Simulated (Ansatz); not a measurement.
Born–Oppenheimer molecular dynamics of a periodic cell of 22 atoms, CdB2H8 (host CdB2H8, host structure P4_2nm). It goes on from the last frame of an earlier run, with new velocities.

The calculation used Ansatz, DFT LDA, scalar-relativistic, plane waves, PAW. Settings: accuracy low, cutoff 420 eV, k mesh 2x2x2, fermi-dirac smearing 0.05 eV, no spin polarisation.

* ensemble: NVT, Nosé–Hoover chain
* time step: 0.5 fs
* steps asked: 200
* set temperature: 910 K
* starting velocities: zero
* thermostat: time constant 100 fs, chain length 1
* seed: 539815

Frames 2.5 fs apart, positions in Å.

Velocities at 35.0 fs (Å/ps):

```
Cd 0.20 0.82 -0.21
Cd -0.75 0.08 1.10
B -1.09 3.44 0.63
B 8.79 -2.31 -5.45
B -1.29 -7.63 2.69
B -0.36 -1.02 -2.92
H -0.06 -3.35 -3.80
H -4.71 -4.42 37.74
H 20.58 13.93 -3.23
H 27.31 -37.17 -19.63
H 6.22 -3.18 -45.47
H 32.21 -5.07 -16.47
H -16.26 15.69 -43.42
H -38.08 -3.82 13.33
H -8.70 -15.83 24.25
H 5.00 10.86 1.04
H -0.77 -13.58 16.80
H -6.74 -13.00 -18.93
H 2.46 14.32 -5.62
H 4.26 -6.85 -13.38
H -31.41 34.52 42.62
H 5.51 -1.95 -10.60
```

```xyz
22
Lattice="5.9234 0.0000 0.0000 0.0000 5.9234 0.0000 0.0000 0.0000 6.2339" Properties=species:S:1:pos:R:3 time_fs=35.0 energy_less_start_eV=-1.040 T=410
Cd 2.974 2.868 3.088
Cd 0.121 -0.024 6.133
B 1.431 4.466 4.587
B 4.290 1.525 4.890
B 4.325 4.518 1.735
B 1.329 1.496 1.556
H 0.277 4.224 4.847
H 4.697 2.324 5.647
H 3.325 4.203 1.142
H 2.482 1.217 1.940
H 1.862 5.602 5.019
H 4.146 0.336 5.274
H 4.660 3.718 2.788
H 0.975 2.557 2.106
H 2.399 3.858 5.172
H 3.034 1.690 4.665
H 4.183 5.436 2.354
H 0.754 0.514 1.984
H 1.504 4.705 3.457
H 5.010 1.510 3.860
H 5.444 4.273 1.192
H 1.581 1.805 0.410
22
Lattice="5.9234 0.0000 0.0000 0.0000 5.9234 0.0000 0.0000 0.0000 6.2339" Properties=species:S:1:pos:R:3 time_fs=37.5 energy_less_start_eV=-1.196 T=472
Cd 2.974 2.870 3.088
Cd 0.120 -0.024 6.135
B 1.432 4.476 4.593
B 4.313 1.518 4.873
B 4.323 4.494 1.743
B 1.331 1.496 1.551
H 0.265 4.198 4.842
H 4.687 2.321 5.753
H 3.363 4.231 1.117
H 2.547 1.123 1.888
H 1.868 5.594 4.905
H 4.231 0.319 5.238
H 4.618 3.759 2.667
H 0.872 2.533 2.133
H 2.345 3.821 5.214
H 3.062 1.710 4.678
H 4.178 5.465 2.418
H 0.727 0.479 1.932
H 1.513 4.742 3.404
H 5.009 1.495 3.839
H 5.372 4.361 1.284
H 1.584 1.793 0.373
22
Lattice="5.9234 0.0000 0.0000 0.0000 5.9234 0.0000 0.0000 0.0000 6.2339" Properties=species:S:1:pos:R:3 time_fs=40.0 energy_less_start_eV=-0.947 T=386
Cd 2.974 2.872 3.087
Cd 0.118 -0.024 6.138
B 1.440 4.488 4.603
B 4.339 1.513 4.856
B 4.314 4.473 1.758
B 1.341 1.498 1.548
H 0.247 4.150 4.843
H 4.670 2.300 5.834
H 3.366 4.244 1.050
H 2.571 1.050 1.834
H 1.860 5.609 4.808
H 4.313 0.293 5.211
H 4.595 3.748 2.588
H 0.777 2.469 2.140
H 2.238 3.791 5.217
H 3.113 1.711 4.706
H 4.170 5.542 2.478
H 0.690 0.453 1.866
H 1.525 4.758 3.332
H 4.994 1.492 3.837
H 5.389 4.438 1.309
H 1.562 1.768 0.337
22
Lattice="5.9234 0.0000 0.0000 0.0000 5.9234 0.0000 0.0000 0.0000 6.2339" Properties=species:S:1:pos:R:3 time_fs=42.5 energy_less_start_eV=-1.053 T=430
Cd 2.974 2.873 3.087
Cd 0.116 -0.023 6.141
B 1.446 4.500 4.608
B 4.367 1.509 4.845
B 4.294 4.468 1.775
B 1.356 1.499 1.545
H 0.251 4.110 4.838
H 4.647 2.240 5.850
H 3.361 4.250 0.967
H 2.535 1.020 1.789
H 1.845 5.659 4.744
H 4.380 0.268 5.184
H 4.616 3.633 2.612
H 0.711 2.372 2.127
H 2.130 3.752 5.204
H 3.159 1.694 4.744
H 4.164 5.573 2.484
H 0.663 0.450 1.792
H 1.536 4.728 3.307
H 4.991 1.512 3.829
H 5.482 4.504 1.274
H 1.514 1.737 0.320
22
Lattice="5.9234 0.0000 0.0000 0.0000 5.9234 0.0000 0.0000 0.0000 6.2339" Properties=species:S:1:pos:R:3 time_fs=45.0 energy_less_start_eV=-0.966 T=404
Cd 2.974 2.875 3.086
Cd 0.114 -0.022 6.144
B 1.447 4.515 4.603
B 4.397 1.504 4.842
B 4.273 4.475 1.792
B 1.374 1.495 1.538
H 0.285 4.097 4.821
H 4.635 2.162 5.810
H 3.386 4.257 0.909
H 2.463 1.032 1.768
H 1.820 5.721 4.716
H 4.423 0.251 5.146
H 4.664 3.484 2.661
H 0.671 2.274 2.111
H 2.067 3.684 5.205
H 3.175 1.663 4.779
H 4.158 5.531 2.434
H 0.656 0.469 1.724
H 1.544 4.649 3.341
H 5.014 1.557 3.803
H 5.542 4.550 1.236
H 1.451 1.715 0.323
22
Lattice="5.9234 0.0000 0.0000 0.0000 5.9234 0.0000 0.0000 0.0000 6.2339" Properties=species:S:1:pos:R:3 time_fs=47.5 energy_less_start_eV=-0.651 T=294
Cd 2.973 2.877 3.085
Cd 0.112 -0.022 6.147
B 1.446 4.531 4.594
B 4.428 1.495 4.840
B 4.258 4.483 1.808
B 1.388 1.486 1.526
H 0.324 4.113 4.794
H 4.655 2.119 5.778
H 3.448 4.262 0.895
H 2.429 1.053 1.786
H 1.781 5.756 4.726
H 4.441 0.245 5.095
H 4.708 3.386 2.660
H 0.645 2.213 2.116
H 2.049 3.612 5.213
H 3.168 1.620 4.804
H 4.144 5.461 2.373
H 0.667 0.494 1.683
H 1.547 4.535 3.393
H 5.053 1.624 3.778
H 5.516 4.564 1.231
H 1.386 1.720 0.327
22
Lattice="5.9234 0.0000 0.0000 0.0000 5.9234 0.0000 0.0000 0.0000 6.2339" Properties=species:S:1:pos:R:3 time_fs=50.0 energy_less_start_eV=-0.947 T=407
Cd 2.971 2.878 3.084
Cd 0.110 -0.021 6.149
B 1.448 4.546 4.587
B 4.457 1.478 4.832
B 4.254 4.481 1.816
B 1.394 1.476 1.508
H 0.328 4.147 4.763
H 4.718 2.139 5.801
H 3.520 4.257 0.908
H 2.481 1.060 1.847
H 1.737 5.752 4.764
H 4.443 0.239 5.030
H 4.729 3.373 2.591
H 0.631 2.193 2.143
H 2.050 3.587 5.209
H 3.170 1.567 4.811
H 4.109 5.466 2.376
H 0.683 0.496 1.683
H 1.545 4.408 3.400
H 5.087 1.699 3.783
H 5.413 4.545 1.262
H 1.335 1.762 0.320
22
Lattice="5.9234 0.0000 0.0000 0.0000 5.9234 0.0000 0.0000 0.0000 6.2339" Properties=species:S:1:pos:R:3 time_fs=52.5 energy_less_start_eV=-1.097 T=469
Cd 2.970 2.880 3.084
Cd 0.108 -0.021 6.152
B 1.454 4.553 4.584
B 4.482 1.461 4.821
B 4.258 4.468 1.823
B 1.396 1.466 1.486
H 0.287 4.188 4.736
H 4.800 2.181 5.834
H 3.555 4.232 0.910
H 2.564 1.075 1.925
H 1.705 5.722 4.815
H 4.441 0.221 4.959
H 4.718 3.441 2.470
H 0.647 2.196 2.178
H 2.054 3.629 5.190
H 3.202 1.516 4.799
H 4.054 5.536 2.440
H 0.698 0.461 1.723
H 1.534 4.290 3.352
H 5.109 1.771 3.820
H 5.297 4.506 1.303
H 1.307 1.835 0.306
22
Lattice="5.9234 0.0000 0.0000 0.0000 5.9234 0.0000 0.0000 0.0000 6.2339" Properties=species:S:1:pos:R:3 time_fs=55.0 energy_less_start_eV=-0.715 T=336
Cd 2.968 2.881 3.084
Cd 0.106 -0.020 6.154
B 1.460 4.552 4.580
B 4.505 1.447 4.815
B 4.259 4.460 1.835
B 1.397 1.456 1.467
H 0.230 4.235 4.715
H 4.872 2.185 5.826
H 3.535 4.190 0.889
H 2.604 1.118 1.980
H 1.705 5.702 4.863
H 4.448 0.191 4.887
H 4.695 3.531 2.348
H 0.701 2.201 2.200
H 2.066 3.716 5.178
H 3.259 1.478 4.774
H 4.002 5.563 2.500
H 0.721 0.405 1.781
H 1.508 4.209 3.302
H 5.128 1.834 3.863
H 5.282 4.469 1.300
H 1.307 1.918 0.308
22
Lattice="5.9234 0.0000 0.0000 0.0000 5.9234 0.0000 0.0000 0.0000 6.2339" Properties=species:S:1:pos:R:3 time_fs=57.5 energy_less_start_eV=-0.844 T=389
Cd 2.966 2.882 3.084
Cd 0.104 -0.019 6.157
B 1.460 4.542 4.571
B 4.529 1.438 4.815
B 4.247 4.467 1.846
B 1.398 1.446 1.453
H 0.200 4.288 4.702
H 4.919 2.135 5.773
H 3.488 4.149 0.880
H 2.582 1.188 1.990
H 1.743 5.703 4.890
H 4.476 0.164 4.817
H 4.713 3.522 2.307
H 0.780 2.200 2.204
H 2.103 3.794 5.206
H 3.311 1.463 4.742
H 3.971 5.500 2.520
H 0.769 0.363 1.826
H 1.469 4.184 3.295
H 5.155 1.887 3.886
H 5.376 4.445 1.245
H 1.334 1.987 0.337
```

Of the whole run (100 fs, mean temperature of the second half 451 K): The conserved energy stayed within 0.37 meV per atom of its start (net change -0.055 meV per atom), so the integration is sound. The mean temperature of the second half is 50 % below the set value. A run of 0.1 ps of so small a system gives no equilibrium averages. Limits of this set-up: coarse k mesh, low accuracy level.

Run time: 6.1 min on 1 thread of Arm Neoverse V2 (shared host), peak memory 0.47 GiB.
